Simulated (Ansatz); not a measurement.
# C2H4 with TeH2: structure and interaction energy

How do C2H4 and TeH2 sit together, how strongly do they interact, and which methods get it right?

Program: Ansatz 0.2.0, Gaussian basis. Level of theory: PBE0-D4 structure, single points in def2-TZVPPD. These are calculated values, not measurements.

Levels: PBE-D4, revPBE-D4, BLYP-D4, r2SCAN-D4, B97M-V, PBE0-D4, B3LYP-D4, HSE06-D4, wB97X-V, wB97M-V, B2PLYP, Hartree-Fock, MP2, CCSD, CCSD(T). The reference is CCSD(T) extrapolated to the basis limit. For elements past Ar these valence bases correlate outer-core shells poorly, so that limit is rough.

Cores are frozen in the correlated methods. Filled d shells of the heavier atoms are correlated. Core potentials replace the inner electrons past krypton, and spin-orbit coupling is left out. B3LYP uses VWN-RPA correlation. B2PLYP carries no dispersion term here.

176 further runs of the same task are left out: 176 set aside as unsound or not needed. Runs told in other sessions of the task aren't counted.

## 1. The system as given

The pair, from a GFN2-xTB docking trial: 9 atoms, charge 0, spin multiplicity 1.

Atoms are counted from 1 here; the program's logs count them from 0.

Bond lengths: C1–C2 1.317 Å, C1–H3 1.078 Å, C1–H4 1.078 Å, C2–H5 1.078 Å, C2–H6 1.078 Å, Te7–H8 1.637 Å, Te7–H9 1.636 Å. Angles: C2–C1–H3 121.9°, C2–C1–H4 122.0°, H3–C1–H4 116.1°, C1–C2–H5 122.1°, C1–C2–H6 121.8°, H5–C2–H6 116.1°, H8–Te7–H9 88.3°.

As a file:

```xyz
9
charge 0, multiplicity 1
C    -0.5917    0.0160   -1.4515
C     0.6826    0.0027   -1.1210
H    -1.3152   -0.6094   -0.9537
H    -0.9738    0.6560   -2.2301
H     1.4076    0.6315   -1.6115
H     1.0603   -0.6343   -0.3381
Te   -0.8647   -0.0600    2.6746
H     0.3375   -1.1325    2.3832
H     0.2575    1.1301    2.6479
```

Atoms 1 to 6 are fragment A (C2H4), the rest fragment B (TeH2).

## 2. A first relaxation in a small basis

Input file pre/in.yaml:

```yaml
crystal:
  periodic: [false, false, false]
  atoms:
    - {symbol: C, position_ang: [-0.591700, 0.016000, -1.451500]}
    - {symbol: C, position_ang: [0.682600, 0.002700, -1.121000]}
    - {symbol: H, position_ang: [-1.315200, -0.609400, -0.953700]}
    - {symbol: H, position_ang: [-0.973800, 0.656000, -2.230100]}
    - {symbol: H, position_ang: [1.407600, 0.631500, -1.611500]}
    - {symbol: H, position_ang: [1.060300, -0.634300, -0.338100]}
    - {symbol: Te, position_ang: [-0.864700, -0.060000, 2.674600]}
    - {symbol: H, position_ang: [0.337500, -1.132500, 2.383200]}
    - {symbol: H, position_ang: [0.257500, 1.130100, 2.647900]}
basis:
  gaussian: {orbitals: def2-SVP}
hamiltonian: {xc: pbe, dispersion: d4}
relax: {f_tol: 0.03, max_steps: 250}
```

Launch:

```console
> ansatz run in.yaml --threads 4 --pin off --events-out ev --progress --plain --max-ram 9574MiB
```

Further steps of the session: Relaxation at PBE0-D4; PBE-D4/def2-TZVPPD; r2SCAN-D4/def2-TZVPPD; PBE0-D4/def2-TZVPPD; B3LYP-D4/def2-TZVPPD; wB97X-V/def2-TZVPPD; wB97M-V/def2-TZVPPD; B2PLYP/def2-TZVPPD; BLYP-D4/def2-TZVPPD; revPBE-D4/def2-TZVPPD; B97M-V/def2-TZVPPD; HSE06-D4/def2-TZVPPD; CCSD(T)/def2-TZVPPD; MP2/def2-QZVPPD; SPW92/def2-SVP; PBE-D4/def2-SVP; PBE0-D4/def2-SVP; wB97M-V/def2-SVP; CCSD(T)/def2-SVP; Vibrations of the pair.

Q: Predict the outcome of this session. Wanted: interaction energy, CCSD(T)/CBS; of it Hartree-Fock; D4 term of PBE0-D4; shortest contact; lowest wavenumber.

The runs gave:

```
                        quantity         value
 interaction energy, CCSD(T)/CBS       -53 meV
of it Hartree-Fock (basis limit)       +38 meV
              D4 term of PBE0-D4       -49 meV
                shortest contact  H6–H9 2.78 Å
               lowest wavenumber       26 cm⁻¹
```

What this shows: The pair is bound by 53 meV at fixed fragment shapes. Hartree-Fock doesn't bind it at this geometry, so correlation, mostly dispersion, holds it together. The functionals run from B3LYP-D4, off by -2 meV, to B2PLYP, off by +46 meV, against CCSD(T)/CBS. BLYP-D4 is as near within the digits shown. By rung, the mean size of the error is: GGA 7, meta-GGA 6, hybrid 5, screened hybrid 7, range-separated hybrid 5, double hybrid 46 meV. The double hybrids carry no dispersion term here, unlike the levels marked D4 or V. PBE-D4 gives an interaction energy 13 meV too low, an error of 24 % of the reference. CCSD(T) moves by -10 meV from triple zeta to the limit; gaps between functionals far smaller than that don't rank them. A lower arrangement may exist.
